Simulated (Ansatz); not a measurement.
Relaxation of a periodic cell of 63 atoms, Si (host Si, host structure diamond, one Si atom removed), cell charge -1, to a largest force component of 0.03 eV/Å in at most 60 steps.

Computed with Ansatz, DFT PBE-D3(BJ), scalar-relativistic, plane waves, PAW. Settings: PAW set soft_1, cutoff 420 eV, k mesh 1x1x1, gaussian smearing 0.05 eV, spin collinear.

```xyz
63
Lattice="10.8600 0.0000 0.0000 0.0000 10.8600 0.0000 0.0000 0.0000 10.8600" Properties=species:S:1:pos:R:3:forces:R:3
Si 5.430 0.000 0.000 -0.01 -0.02 0.02
Si 6.787 1.357 1.357 -0.02 0.02 -0.04
Si 8.145 2.715 0.000 0.02 0.01 0.02
Si 9.502 4.072 1.357 0.00 0.00 0.00
Si 8.145 0.000 2.715 0.02 -0.02 -0.02
Si 9.502 1.357 4.072 0.04 0.02 0.02
Si 0.000 0.000 0.000 -0.02 -0.02 0.02
Si 1.357 1.357 1.357 0.02 0.02 0.04
Si 2.715 2.715 0.000 0.04 0.04 0.00
Si 4.072 4.072 1.357 0.00 0.00 0.00
Si 5.430 5.430 0.000 -0.04 -0.04 0.00
Si 6.787 6.787 1.357 -0.02 -0.02 0.04
Si 8.145 8.145 0.000 0.02 0.02 0.02
Si 9.502 9.502 1.357 0.00 0.00 0.00
Si 2.715 0.000 2.715 0.01 -0.02 -0.02
Si 4.072 1.357 4.072 0.00 0.11 0.11
Si 5.430 2.715 2.715 -0.04 0.04 0.00
Si 6.787 4.072 4.072 -0.11 0.00 0.11
Si 8.145 5.430 2.715 0.02 -0.01 -0.02
Si 9.502 6.787 4.072 -0.04 -0.02 0.02
Si 5.430 0.000 5.430 -0.04 0.00 0.04
Si 6.787 1.357 6.787 -0.11 0.11 0.00
Si 8.145 2.715 5.430 0.00 0.04 0.04
Si 9.502 4.072 6.787 0.00 0.00 0.00
Si 8.145 0.000 8.145 0.02 -0.02 -0.01
Si 9.502 1.357 9.502 -0.04 0.02 -0.02
Si 0.000 5.430 0.000 -0.02 -0.01 0.02
Si 1.357 6.787 1.357 0.02 -0.02 -0.04
Si 2.715 8.145 0.000 0.01 0.02 0.02
Si 4.072 9.502 1.357 0.00 0.00 0.00
Si 0.000 2.715 2.715 -0.02 0.01 -0.02
Si 1.357 4.072 4.072 0.11 0.00 0.11
Si 2.715 5.430 2.715 0.04 -0.04 0.00
Si 4.072 6.787 4.072 0.00 -0.11 0.11
Si 5.430 8.145 2.715 -0.01 0.02 -0.02
Si 6.787 9.502 4.072 -0.02 -0.04 0.02
Si 0.000 0.000 5.430 -0.02 -0.02 0.01
Si 1.357 1.357 6.787 0.11 0.11 0.00
Si 2.715 2.715 5.430 0.12 0.12 0.12
Si 2.715 5.430 8.145 0.12 -0.12 -0.12
Si 5.430 5.430 5.430 -0.12 -0.12 0.12
Si 6.787 6.787 6.787 -0.11 -0.11 0.00
Si 8.145 8.145 5.430 0.02 0.02 0.01
Si 9.502 9.502 6.787 0.00 0.00 0.00
Si 2.715 0.000 8.145 0.04 0.00 -0.04
Si 4.072 1.357 9.502 0.00 0.11 -0.11
Si 5.430 2.715 8.145 -0.12 0.12 -0.12
Si 6.787 4.072 9.502 -0.11 0.00 -0.11
Si 8.145 5.430 8.145 0.00 -0.04 -0.04
Si 9.502 6.787 9.502 0.04 -0.02 -0.02
Si 0.000 8.145 2.715 -0.02 0.02 -0.02
Si 1.357 9.502 4.072 0.02 0.04 0.02
Si 0.000 5.430 5.430 0.00 -0.04 0.04
Si 1.357 6.787 6.787 0.11 -0.11 0.00
Si 2.715 8.145 5.430 0.04 0.00 0.04
Si 4.072 9.502 6.787 0.00 0.00 0.00
Si 0.000 2.715 8.145 0.00 0.04 -0.04
Si 1.357 4.072 9.502 0.11 0.00 -0.11
Si 4.072 6.787 9.502 0.00 -0.11 -0.11
Si 5.430 8.145 8.145 -0.04 0.00 -0.04
Si 6.787 9.502 9.502 -0.02 0.04 -0.02
Si 0.000 8.145 8.145 -0.02 0.02 -0.01
Si 1.357 9.502 9.502 0.02 -0.04 -0.02
```

Task: Where does it end, and by what steps?

Result: It converged. Limits of this set-up: coarse k mesh, a typed lattice constant that wasn't relaxed here, charged cell in a uniform background, uncorrected. After 3 steps the energy has fallen by 0.099 eV; Si40 moved furthest, 0.15 Å.

```csv
step,energy less start (eV),largest force component (eV/Å),accepted
0,0.0000,0.118,yes
1,-0.0851,0.065,yes
2,-0.0953,0.036,yes
3,-0.0985,0.016,yes
```

```xyz
63
Lattice="10.8600 0.0000 0.0000 0.0000 10.8600 0.0000 0.0000 0.0000 10.8600" Properties=species:S:1:pos:R:3
Si 5.424 0.010 -0.010
Si 6.784 1.361 1.354
Si 8.135 2.721 -0.010
Si 9.503 4.072 1.357
Si 8.145 0.000 2.715
Si 9.506 1.361 4.076
Si 0.000 0.000 0.000
Si 1.361 1.361 1.361
Si 2.718 2.718 -0.005
Si 4.073 4.072 1.357
Si 5.427 5.427 -0.005
Si 6.784 6.784 1.361
Si 8.145 8.145 0.000
Si 9.503 9.502 1.357
Si 2.721 0.010 2.725
Si 4.067 1.386 4.101
Si 5.427 2.718 2.720
Si 6.759 4.078 4.101
Si 8.135 5.424 2.725
Si 9.499 6.784 4.076
Si 5.427 0.005 5.433
Si 6.759 1.386 6.793
Si 8.140 2.718 5.433
Si 9.502 4.072 6.787
Si 8.135 0.010 8.139
Si 9.499 1.361 9.499
Si 0.010 5.424 -0.010
Si 1.361 6.784 1.354
Si 2.721 8.135 -0.010
Si 4.073 9.502 1.357
Si 0.010 2.721 2.725
Si 1.386 4.067 4.101
Si 2.718 5.427 2.720
Si 4.078 6.759 4.101
Si 5.424 8.135 2.725
Si 6.784 9.499 4.076
Si 0.010 0.010 5.436
Si 1.386 1.386 6.782
Si 2.799 2.799 5.514
Si 2.799 5.346 8.061
Si 5.346 5.346 5.514
Si 6.759 6.759 6.782
Si 8.135 8.135 5.436
Si 9.503 9.502 6.787
Si 2.718 0.005 8.142
Si 4.078 1.386 9.474
Si 5.346 2.799 8.061
Si 6.759 4.067 9.474
Si 8.140 5.427 8.142
Si 9.506 6.784 9.499
Si 0.000 8.145 2.715
Si 1.361 9.506 4.076
Si 0.005 5.427 5.433
Si 1.386 6.759 6.793
Si 2.718 8.140 5.433
Si 4.073 9.502 6.787
Si 0.005 2.718 8.142
Si 1.386 4.078 9.474
Si 4.067 6.759 9.474
Si 5.427 8.140 8.142
Si 6.784 9.506 9.499
Si 0.010 8.135 8.139
Si 1.361 9.499 9.499
```

Whether the end is a true minimum wasn't checked by a vibrational analysis.

Time of the run: 48 s on 4 threads of Arm Neoverse V2, with other jobs on the host, peak memory 1.6 GiB.
